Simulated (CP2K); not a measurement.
# RuAu (Pm-3m) in CP2K: reference runs, part 2 of 2

CP2K 2026.2.

**3. Single point, PBE (atoms moved at random, drawn with an rms of 0.05 Å)**

ruau_scf.inp

```
&GLOBAL
  PROJECT ruau_scf
  RUN_TYPE ENERGY_FORCE
  PRINT_LEVEL LOW
&END GLOBAL
&FORCE_EVAL
  METHOD QS
  STRESS_TENSOR ANALYTICAL
  &DFT
    BASIS_SET_FILE_NAME BASIS_MOLOPT_UZH
    POTENTIAL_FILE_NAME POTENTIAL_UZH
    &MGRID
      CUTOFF 500
      REL_CUTOFF 60
      NGRIDS 5
    &END MGRID
    &QS
      METHOD GPW
      EPS_DEFAULT 1.0E-10
    &END QS
    &KPOINTS
      SCHEME MONKHORST-PACK 8 8 8
      GAMMA_CENTERED T
      SYMMETRY T
      SYMMETRY_BACKEND SPGLIB
    &END KPOINTS
    &SCF
      SCF_GUESS ATOMIC
      EPS_SCF 1.0E-6
      MAX_SCF 100
      ADDED_MOS 16
      CHOLESKY OFF
      EPS_EIGVAL 1.0E-7
      &DIAGONALIZATION ON
        ALGORITHM STANDARD
      &END DIAGONALIZATION
      &MIXING ON
        METHOD BROYDEN_MIXING
        ALPHA 0.4
        BETA 1.5
        NBUFFER 8
      &END MIXING
      &SMEAR ON
        METHOD FERMI_DIRAC
        ELECTRONIC_TEMPERATURE [K] 580.226
      &END SMEAR
    &END SCF
    &XC
      &XC_FUNCTIONAL
        &GGA_X_PBE
        &END GGA_X_PBE
        &GGA_C_PBE
        &END GGA_C_PBE
      &END XC_FUNCTIONAL
    &END XC
    &PRINT
      &KPOINTS ON
      &END KPOINTS
      &MULLIKEN ON
      &END MULLIKEN
      &MO ON
        ENERGIES T
        OCCUPATION_NUMBERS T
        &EACH
          QS_SCF 0
        &END EACH
        ADD_LAST NUMERIC
      &END MO
      &LOWDIN ON
      &END LOWDIN
      &HIRSHFELD ON
        SHAPE_FUNCTION DENSITY
      &END HIRSHFELD
    &END PRINT
  &END DFT
  &SUBSYS
    &CELL
      ABC 3.1648100000 3.1648100000 3.1648100000
      ALPHA_BETA_GAMMA 90.0000000000 90.0000000000 90.0000000000
      PERIODIC XYZ
    &END CELL
    &COORD
      SCALED
      Ru  0.0045850000 -0.0028690000 0.0041200000
      Au  0.4853950000 0.4989660000 0.4970920000
    &END COORD
    &KIND Ru
      BASIS_SET TZVP-MOLOPT-PBE-GTH-q16
      POTENTIAL GTH-PBE-q16
    &END KIND
    &KIND Au
      BASIS_SET TZVP-MOLOPT-PBE-GTH-q11
      POTENTIAL GTH-PBE-q11
    &END KIND
    &PRINT
      &ATOMIC_COORDINATES ON
      &END ATOMIC_COORDINATES
      &CELL ON
      &END CELL
      &SYMMETRY ON
      &END SYMMETRY
    &END PRINT
  &END SUBSYS
  &PRINT
    &FORCES ON
    &END FORCES
    &STRESS_TENSOR ON
    &END STRESS_TENSOR
  &END PRINT
&END FORCE_EVAL
```

Potentials or basis: POTENTIAL_UZH Ru GTH-PBE-q16, Au GTH-PBE-q11; TZVP-MOLOPT-PBE-GTH basis.

Started as:

```console
OMP_NUM_THREADS=1 cp2k.psmp -i ruau_scf.inp -o ruau_scf.out
```

ruau_scf.out:

```text

 CP2K| version string:                                       CP2K version 2026.2
 CP2K| Input file name                                              ruau_scf.inp

 GLOBAL| Force Environment number                                              1
 GLOBAL| Basis set file name                                    BASIS_MOLOPT_UZH
 GLOBAL| Potential file name                                       POTENTIAL_UZH
 GLOBAL| MM Potential file name                                     MM_POTENTIAL
 GLOBAL| Coordinate file name                                      __STD_INPUT__
 GLOBAL| Method name                                                        CP2K
 GLOBAL| Project name                                                   ruau_scf
 GLOBAL| Run type                                                   ENERGY_FORCE
 GLOBAL| FFT library                                                       FFTW3
[... 8 lines left out ...]
 GLOBAL| CPU model name                                                  UNKNOWN

 CELL| Volume [angstrom^3]:                                            31.698808
 CELL| Vector a [angstrom]:       3.165     0.000     0.000   |a| =     3.164810
 CELL| Vector b [angstrom]:       0.000     3.165     0.000   |b| =     3.164810
 CELL| Vector c [angstrom]:       0.000     0.000     3.165   |c| =     3.164810
 CELL| Angle (b,c), alpha [degree]:                                    90.000000
 CELL| Angle (a,c), beta  [degree]:                                    90.000000
 CELL| Angle (a,b), gamma [degree]:                                    90.000000
 CELL| Numerically orthorhombic:                                             YES
 CELL| Periodicity                                                           XYZ

 CELL_REF| Volume [angstrom^3]:                                        31.698808
 CELL_REF| Vector a [angstrom     3.165     0.000     0.000   |a| =     3.164810
 CELL_REF| Vector b [angstrom     0.000     3.165     0.000   |b| =     3.164810
 CELL_REF| Vector c [angstrom     0.000     0.000     3.165   |c| =     3.164810
 CELL_REF| Angle (b,c), alpha [degree]:                                90.000000
 CELL_REF| Angle (a,c), beta  [degree]:                                90.000000
 CELL_REF| Angle (a,b), gamma [degree]:                                90.000000
 CELL_REF| Numerically orthorhombic:                                         YES
 CELL_REF| Periodicity                                                       XYZ

[... 9 lines left out ...]

  Total number of            - Atomic kinds:                                   2
                             - Atoms:                                          2
                             - Shell sets:                                     2
                             - Shells:                                        21
[... 146 lines left out ...]
 MO|
 MO|  Index      Eigenvalue [a.u.]        Eigenvalue [eV]             Occupation
 MO|      1              -2.166327             -58.948753               2.000000
 MO|      2              -1.067882             -29.058538               2.000000
 MO|      3              -1.067837             -29.057320               2.000000
 MO|      4              -1.067788             -29.056002               2.000000
 MO|      5               0.278536               7.579355               2.000000
 MO|      6               0.292455               7.958107               2.000000
[... 490 lines left out ...]
 MO|     29               1.675444              45.591154               0.000000
 MO|     30               1.693239              46.075385               0.000000
 MO| Sum:                                                              27.290781
 MO| E(Fermi):            0.496531 a.u.         13.511288 eV

 [... the levels of further k-points ...]

 !-----------------------------------------------------------------------------!
                     Mulliken Population Analysis

 #  Atom  Element  Kind  Atomic population                           Net charge
       1     Ru       1         16.536930                             -0.536930
       2     Au       2         10.463070                              0.536930
 # Total charge                             27.000000                  0.000000

 !-----------------------------------------------------------------------------!

 !-----------------------------------------------------------------------------!
                           Hirshfeld Charges

  #Atom  Element  Kind  Ref Charge     Population                    Net charge
      1       Ru     1      16.000         16.049                        -0.049
      2       Au     2      11.000         10.951                         0.049

  Total Charge                                                           -0.000
 !-----------------------------------------------------------------------------!

 LOWDIN POPULATION ANALYSIS

 #  Atom  Element  Kind  Atomic population                           Net charge
       1     Ru       1         16.002073                             -0.002073
       2     Au       2         10.997927                              0.002073
 # Total charge                             27.000000                  0.000000

 ENERGY| Total FORCE_EVAL ( QS ) energy [hartree]           -127.293980727488247

 FORCES| Atomic forces [hartree/bohr]
 FORCES|   Atom     x               y               z               |f|
 FORCES|      1 -1.11727089E-02  1.08744372E-03 -4.14713880E-03   1.19670681E-02
 FORCES|      2  1.11643937E-02 -1.08235332E-03  4.14264428E-03   1.19572855E-02
 FORCES| Sum    -8.31521251E-06  5.09040979E-06 -4.49451937E-06
 FORCES| Total atomic force                                       1.07357224E-05

 STRESS| Analytical stress tensor [bar]
 STRESS|                        x                   y                   z
 STRESS|      x        5.46870001722E+04  -6.85049822955E+02   2.62286235576E+03
 STRESS|      y       -6.85049822955E+02   5.80454876254E+04  -2.51402075683E+02
 STRESS|      z        2.62286235576E+03  -2.51402075683E+02   5.76230634032E+04
 STRESS| 1/3 Trace                                             5.67851837336E+04
 STRESS| Determinant                                           1.82485912227E+14

 STRESS| Eigenvectors and eigenvalues of the analytical stress tensor [bar]
 STRESS|                        1                   2                   3
 STRESS| Eigenvalues   5.31052692196E+04   5.78492761010E+04   5.94010058802E+04
 STRESS|      x           0.863226114104      0.120893321098      0.490128024951
 STRESS|      y           0.094465984681      0.915066644673     -0.392083171719
 STRESS|      z          -0.495900044028      0.384756859225      0.778489117208
```

Wall time 2.3 min (1 thread of Arm Neoverse V1, shared host); peak memory 0.47 GiB.

Results:

* Free energy: -3463.8454 eV
* Pressure: 5.7 GPa
* Largest force: 0.615 eV/Å
* Band gap on the k mesh: none (metal or under the smearing width)
* Mulliken charges: Ru -0.54; Au +0.54 e
* Hirshfeld charges: Ru -0.05; Au +0.05 e

Forces on the atoms (eV/Å):
```
Ru  -0.575  0.056 -0.213
Au   0.574 -0.056  0.213
```

Caveat: Mulliken charges move with the basis; the basis of atomic orbitals isn't converged, which shifts pressures, moduli and gaps. Spin-orbit coupling is left out, which matters for the levels of Au.
